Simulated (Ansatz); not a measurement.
# W3N4: how settings move the results

An exercise on one series of results from a longer session: the logs are not shown, and one member is left open.

Computed with Ansatz 0.2.0 (DFT PBE, scalar-relativistic, plane waves, PAW, unless a step's input says otherwise).

4 further runs of the same task are left out: 3 for a known fault of the program, 1 set aside as unsound or not needed. Runs told in other sessions of the task aren't counted.

### Starting point

The structure is cubic, space group Pm-3m (No. 221). Conventional cell: a = 4.122 Å, b = 4.122 Å, c = 4.122 Å, α = 90.00°, β = 90.00°, γ = 90.00°. W (site symmetry 4/mmm) is surrounded by 6 N at 2.06 Å. Around N (site symmetry m-3m) lie 6 W at 2.06 Å. Around N (site symmetry 4/mmm) lie 4 W at 2.06 Å.

As a file:

```
CELL_PARAMETERS angstrom
4.12200 0.00000 0.00000
0.00000 4.12200 0.00000
0.00000 0.00000 4.12200
ATOMIC_POSITIONS crystal
W 0.50000 0.50000 0.00000
W 0.00000 0.50000 0.50000
W 0.50000 0.00000 0.50000
N 0.50000 0.50000 0.50000
N 0.50000 0.00000 0.00000
N 0.00000 0.50000 0.00000
N 0.00000 0.00000 0.50000
```

Source of the structure: the Crystallography Open Database. It is taken as it stands there.

### The base run, which the others are set against

Input file input.yaml:

```yaml
crystal:
  lattice:
    - [4.122, 0.0, 0.0]
    - [0.0, 4.122, 0.0]
    - [0.0, 0.0, 4.122]
  atoms:
    - { symbol: W, position: [0.5, 0.5, 0.0] }
    - { symbol: W, position: [0.0, 0.5, 0.5] }
    - { symbol: W, position: [0.5, 0.0, 0.5] }
    - { symbol: "N", position: [0.5, 0.5, 0.5] }
    - { symbol: "N", position: [0.5, 0.0, 0.0] }
    - { symbol: "N", position: [0.0, 0.5, 0.0] }
    - { symbol: "N", position: [0.0, 0.0, 0.5] }
basis:
  ecutwfc: 420
kpoints:
  mp_grid: { grid: [10, 10, 10] }
hamiltonian:
  xc: pbe
scf:
  occupations: { method: gaussian, width: 0.1 }
output:
  forces: true
  stress: true
  eigenvalues: true
  populations: true
```

It was run beforehand and gave: -4670.0632 eV/atom at zero smearing, pressure 27.02 GPa, largest force 0.000 eV/Å, no gap on the mesh, in 6 SCF cycles and 9.3 s.

The first run:

Input file input.yaml:

```yaml
crystal:
  lattice:
    - [4.122, 0.0, 0.0]
    - [0.0, 4.122, 0.0]
    - [0.0, 0.0, 4.122]
  atoms:
    - { symbol: W, position: [0.5, 0.5, 0.0] }
    - { symbol: W, position: [0.0, 0.5, 0.5] }
    - { symbol: W, position: [0.5, 0.0, 0.5] }
    - { symbol: "N", position: [0.5, 0.5, 0.5] }
    - { symbol: "N", position: [0.5, 0.0, 0.0] }
    - { symbol: "N", position: [0.0, 0.5, 0.0] }
    - { symbol: "N", position: [0.0, 0.0, 0.5] }
basis:
  ecutwfc: 420
kpoints:
  mp_grid: { grid: [1, 1, 1] }
hamiltonian:
  xc: pbe
scf:
  occupations: { method: gaussian, width: 0.1 }
output:
  forces: true
  stress: true
  eigenvalues: true
```

Command:

```bash
$ ansatz run input.yaml --threads 2 --pin off --max-ram 5120MiB --backend cpu --events-out ev --progress --plain --runs-dir out
```

Steps of the session up to this table: K-point mesh: 1×1×1; K-point mesh: 2×2×2; K-point mesh set to 4×4×4; K-point mesh set to 6×6×6; K-point mesh set to 8×8×8; K-point mesh: 12×12×12; K-point mesh set to 14×14×14.

One table of the session follows, with a row left open; its other results are not shown here.

It belongs to the step «The sweep of the k-point mesh side by side». 

```
    mesh  ΔE (meV/atom)  pressure (GPa)
   1×1×1              ?               ?
   2×2×2            481           34.54
   4×4×4           60.5           28.57
   6×6×6           18.0           27.57
   8×8×8           7.67           27.25
10×10×10          -1.01           27.02
12×12×12           1.88           27.07
14×14×14           0.00           27.05
```

**Question.** Estimate the row for 1×1×1.

The run gave: ΔE (meV/atom): 4510; pressure (GPa): 82.88. In the column «ΔE (meV/atom)» it is the highest.

Caveats from the session: The energy still moves by 1.88 meV/atom between the last two values of the k-point mesh, so 1 meV/atom is not shown to be reached. The error changes sign along the series, since a k mesh isn't variational, and a metal needs dense meshes to resolve its Fermi surface.
